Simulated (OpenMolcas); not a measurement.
# SnS (SMILES [S][Sn]): a chain of runs

We compute a series of 8 runs (UHF/def2-TZVP, CASSCF(4,4)/def2-TZVP, CASPT2(4,4)/def2-TZVP, CASPT2[IPEA 0](4,4)/def2-TZVP, SC-NEVPT2(4,4)/def2-TZVP, PC-NEVPT2(4,4)/def2-TZVP, MC-PDFT[tPBE](4,4)/def2-TZVP, MC-PDFT[ftPBE](4,4)/def2-TZVP) of SnS. 

The calculation is run with OpenMolcas 26.06.

## Step 1: The system as given

SnS: 2 atoms, total charge 0, spin state singlet. SMILES: `[S][Sn]`. The S1–Sn2 distance was set to 4.860 Å, away from the relaxed value.

## Step 2: The energy at UHF/def2-TZVP (core potential) (run 1)

struct.xyz

```xyz
2

S      0.000000     0.000000    -2.650874
Sn     0.000000     0.000000     2.209026
```

step1.input

```
>>> EXPORT MOLCAS_PRINT=2

&GATEWAY
 BASLIB = $CurrDir
 COORD = struct.xyz
 BASIS = def2-TZVP
 GROUP = NoSym

&SEWARD

&SCF
 UHF
 SCRAMBLE = 0.25
 PRORBITALS = 1 1
```

The basis set def2-TZVP is read from a file made from the Basis Set Exchange's data (not shown).

Started as:

```console
$ export MOLCAS_MEM=1860
$ pymolcas step1.input > step1.log
```

What it wrote, shortened:

```text
--- Start Module: gateway ---
[...]
--- Stop Module: gateway /rc=_RC_ALL_IS_WELL_ ---
--- Start Module: seward ---
[...]
      Basis functions           87
--- Stop Module: seward /rc=_RC_ALL_IS_WELL_ ---
[...]
--- Start Module: scf ---
[...]
       Convergence after 296 Iterations
[...]
::    Total SCF energy                               -610.8140435043
[...]
      Total spin, S                                     1.0161993133
[...]
      Total electronic charge=   38.000000
      Total            charge=   -0.000000
[...]
      Dipole Moment (debye):
      Origin of the operator (angstrom)=    0.0000    0.0000    1.1859
                   X= -7.5430E-05               Y= -5.8166E-06               Z=  2.5596E-01           Total=  2.5596E-01
      Quadrupole Moment (debye*angstrom):
[...]
--- Stop Module: scf /rc=_RC_ALL_IS_WELL_ ---
[...]
```

Run time: 63 s. Hardware: 1 thread of Arm Neoverse V1, shared host; peak memory 0.48 GiB.

## Step 3: A single-point energy at CASSCF(4,4)/def2-TZVP (core potential) (run 2)

struct.xyz is that of step 2.

step2.input

```
&gateway
baslib=$CurrDir
coord=struct.xyz
basis=def2-TZVP
group=NoSym
&seward
&rasscf
fileorb=$CurrDir/step1.UnaOrb
spin=1
nactel=4 0 0
inactive=17
ras2=4
orblisting=NoCore
```

The basis set def2-TZVP is read from a file made from the Basis Set Exchange's data (not shown).

Started as:

```console
$ export MOLCAS_MEM=1860
$ pymolcas step2.input > step2.log
```

What it wrote, shortened:

```text
--- Start Module: gateway ---
[...]
--- Stop Module: gateway /rc=_RC_ALL_IS_WELL_ ---
--- Start Module: seward ---
[...]
      Basis functions           87
--- Stop Module: seward /rc=_RC_ALL_IS_WELL_ ---
[...]
--- Start Module: rasscf ---
[...]
      Number of active orbitals                  4
[...]
      Spin quantum number                      0.0
[...]
      Active orbitals                            4
[...]
      Number of CSFs                            20
[...]
      Number of root(s) required                 1
[...]
      Convergence after 11 iterations
[...]
      printout of CI-coefficients larger than  0.05 for root  1
      energy=    -610.833581
      conf/sym  1111     Coeff  Weight
             1  2200   0.48849 0.23863
             6  2020  -0.46987 0.22078
            10  udud   0.42368 0.17950
            14  0202  -0.39509 0.15609
            15  uudd  -0.24148 0.05831
            20  0022   0.38299 0.14668
      Natural orbitals and occupation numbers for root  1
      sym 1:   1.156631   1.027259   0.972740   0.843370
      ************************************************************************************************************************
      *                                                    Final results                                                     *
[...]
::    RASSCF root number  1 Total energy:   -610.83358056
[...]
      Total electronic charge=   38.000000
      Total            charge=   -0.000000
[...]
      Dipole Moment (debye):
      Origin of the operator (angstrom)=    0.0000    0.0000    1.1859
                   X=  1.2449E-05               Y=  8.3130E-07               Z=  2.9359E-01           Total=  2.9359E-01
      Quadrupole Moment (debye*angstrom):
[...]
--- Stop Module: rasscf /rc=_RC_ALL_IS_WELL_ ---
[...]
```

It took 5.7 s on 1 thread of Arm Neoverse V1, shared host; peak memory 0.48 GiB.

Runs 3 to 6 aren't shown in full; the table further down has their settings and results.

## Step 4: The energy at MC-PDFT[tPBE](4,4)/def2-TZVP (core potential) (run 7)

struct.xyz is that of step 3.

step7.inp

```
>>> EXPORT MOLCAS_PRINT=2
&GATEWAY
BasLib=$CurrDir
Coord=struct.xyz
Basis=def2-TZVP
Group=NoSym
&SEWARD
&RASSCF
FileOrb=$CurrDir/step2.RasOrb
Spin=1
Nactel=4 0 0
Inactive=17
Ras2=4
OrbListing=NoCore
&MCPDFT
KSDFT=T:PBE
```

The basis set def2-TZVP is read from a file made from the Basis Set Exchange's data (not shown).

Started as:

```console
$ export MOLCAS_MEM=1860
$ pymolcas step7.inp > step7.log
```

What it wrote, shortened:

```text
--- Start Module: gateway ---
[...]
--- Stop Module: gateway /rc=_RC_ALL_IS_WELL_ ---
[...]
      Basis functions           87
[...]
--- Start Module: rasscf ---
[...]
      Number of active orbitals                  4
[...]
      Spin quantum number                      0.0
[...]
      Active orbitals                            4
[...]
      Number of CSFs                            20
[...]
      Number of root(s) required                 1
[...]
      Convergence after  4 iterations
[...]
      printout of CI-coefficients larger than  0.05 for root  1
      energy=    -610.833581
      conf/sym  1111     Coeff  Weight
             1  2200   0.48849 0.23863
             6  2020  -0.46987 0.22078
            10  udud   0.42368 0.17950
            14  0202  -0.39509 0.15610
            15  uudd  -0.24148 0.05831
            20  0022   0.38299 0.14668
      Natural orbitals and occupation numbers for root  1
      sym 1:   1.156628   1.027260   0.972739   0.843372
      ************************************************************************************************************************
      *                                                    Final results                                                     *
[...]
::    RASSCF root number  1 Total energy:   -610.83358056
[...]
      Total electronic charge=   38.000000
      Total            charge=   -0.000000
[...]
      Dipole Moment (debye):
      Origin of the operator (angstrom)=    0.0000    0.0000    1.1859
                   X=  1.3054E-05               Y=  1.5197E-06               Z=  2.9355E-01           Total=  2.9355E-01
      Quadrupole Moment (debye*angstrom):
[...]
--- Stop Module: rasscf /rc=_RC_ALL_IS_WELL_ ---
[...]
--- Start Module: mcpdft ---
[...]
 ###    WARNING: Deprecation warning: KSDF should be replaced                ###
 ###    with FUNC keyword                                                    ###
 ###############################################################################
[...]
::    MCPDFT root number  1 Total energy:   -612.16315243
--- Stop Module: mcpdft /rc=_RC_ALL_IS_WELL_ ---
[...]
```

Run time: 5.1 s. Hardware: 1 thread of Arm Neoverse V1, shared host; peak memory 0.48 GiB.

## Step 5: The energy at MC-PDFT[ftPBE](4,4)/def2-TZVP (core potential) (run 8)

struct.xyz is that of step 4.

step8.input

```
&GATEWAY
 BasLib
 $CurrDir
 Coord
 struct.xyz
 Basis
 def2-TZVP
 Group
 NoSym

&SEWARD

&RASSCF
 FileOrb
 $CurrDir/step2.RasOrb
 Spin
 1
 Nactel
 4 0 0
 Inactive
 17
 Ras2
 4
 OrbListing
 NoCore

&MCPDFT
 KSDFT
 FT:PBE
```

The basis set def2-TZVP is read from a file made from the Basis Set Exchange's data (not shown).

Started as:

```console
$ export MOLCAS_MEM=1860
$ pymolcas step8.input > step8.log
```

What it wrote, shortened:

```text
--- Start Module: gateway ---
[...]
--- Stop Module: gateway /rc=_RC_ALL_IS_WELL_ ---
[...]
      Basis functions           87
[...]
--- Start Module: rasscf ---
[...]
      Number of active orbitals                  4
[...]
      Spin quantum number                      0.0
[...]
      Active orbitals                            4
[...]
      Number of CSFs                            20
[...]
      Number of root(s) required                 1
[...]
      Convergence after  4 iterations
[...]
      printout of CI-coefficients larger than  0.05 for root  1
      energy=    -610.833581
      conf/sym  1111     Coeff  Weight
             1  2200   0.48849 0.23863
             6  2020  -0.46987 0.22078
            10  udud   0.42368 0.17950
            14  0202  -0.39509 0.15610
            15  uudd  -0.24148 0.05831
            20  0022   0.38299 0.14668
      Natural orbitals and occupation numbers for root  1
      sym 1:   1.156628   1.027260   0.972739   0.843372
      ************************************************************************************************************************
      *                                                    Final results                                                     *
[...]
::    RASSCF root number  1 Total energy:   -610.83358056
[...]
      Total electronic charge=   38.000000
      Total            charge=   -0.000000
[...]
      Dipole Moment (debye):
      Origin of the operator (angstrom)=    0.0000    0.0000    1.1859
                   X=  1.3054E-05               Y=  1.5197E-06               Z=  2.9355E-01           Total=  2.9355E-01
      Quadrupole Moment (debye*angstrom):
[...]
--- Stop Module: rasscf /rc=_RC_ALL_IS_WELL_ ---
[...]
--- Start Module: mcpdft ---
[...]
 ###    WARNING: Deprecation warning: KSDF should be replaced                ###
 ###    with FUNC keyword                                                    ###
 ###############################################################################
[...]
::    MCPDFT root number  1 Total energy:   -612.29903185
--- Stop Module: mcpdft /rc=_RC_ALL_IS_WELL_ ---
[...]
```

It took 5.1 s on 1 thread of Arm Neoverse V1, shared host; peak memory 0.48 GiB.

## Step 6: The series

| run | level | scramble | active rule | energy (Eh) | dipole moment (D) of the reference | wall time |
| --- | --- | --- | --- | --- | --- | --- |
| 1 | UHF/def2-TZVP (core potential) | 0.25 | – | -610.814044 | 0.26 | 63 s |
| 2 | CASSCF(4,4)/def2-TZVP (core potential) | – | uhf natural orbitals | -610.833581 | 0.29 | 5.7 s |
| 3 | CASPT2(4,4)/def2-TZVP (core potential) | – | uhf natural orbitals | -611.226382 | 0.29 | 5.4 s |
| 4 | CASPT2[IPEA 0](4,4)/def2-TZVP (core potential) | – | uhf natural orbitals | -611.242029 | 0.29 | 5.1 s |
| 5 | SC-NEVPT2(4,4)/def2-TZVP (core potential) | – | uhf natural orbitals | -611.226888 | 0.29 | 4.8 s |
| 6 | PC-NEVPT2(4,4)/def2-TZVP (core potential) | – | uhf natural orbitals | -611.226929 | 0.29 | 4.8 s |
| 7 | MC-PDFT[tPBE](4,4)/def2-TZVP (core potential) | – | uhf natural orbitals | -612.163152 | 0.29 | 5.1 s |
| 8 | MC-PDFT[ftPBE](4,4)/def2-TZVP (core potential) | – | uhf natural orbitals | -612.299032 | 0.29 | 5.1 s |

## Step 7: What came out

```
                                                            quantity          value
                  run 8, MC-PDFT[ftPBE](4,4)/def2-TZVP: total energy  -612.29903 Eh
run 8, MC-PDFT[ftPBE](4,4)/def2-TZVP: dipole moment (CASSCF density)         0.29 D
```

Below the UHF energy at the same shape and in the same basis (def2-TZVP): CASSCF(4,4) -19.5 mEh; CASPT2(4,4) -412.3 mEh; CASPT2[IPEA 0](4,4) -428.0 mEh; SC-NEVPT2(4,4) -412.8 mEh; PC-NEVPT2(4,4) -412.9 mEh. Active-space methods hold only the correlation inside their space unless a perturbation or CI step follows. Spin contamination of the reference: run 1 ⟨S²⟩ = 2.05. Where it is this large, the reference is a mixture of spin states, and values that rest on it are in doubt. All runs together took 99 s, the longest 63 s.
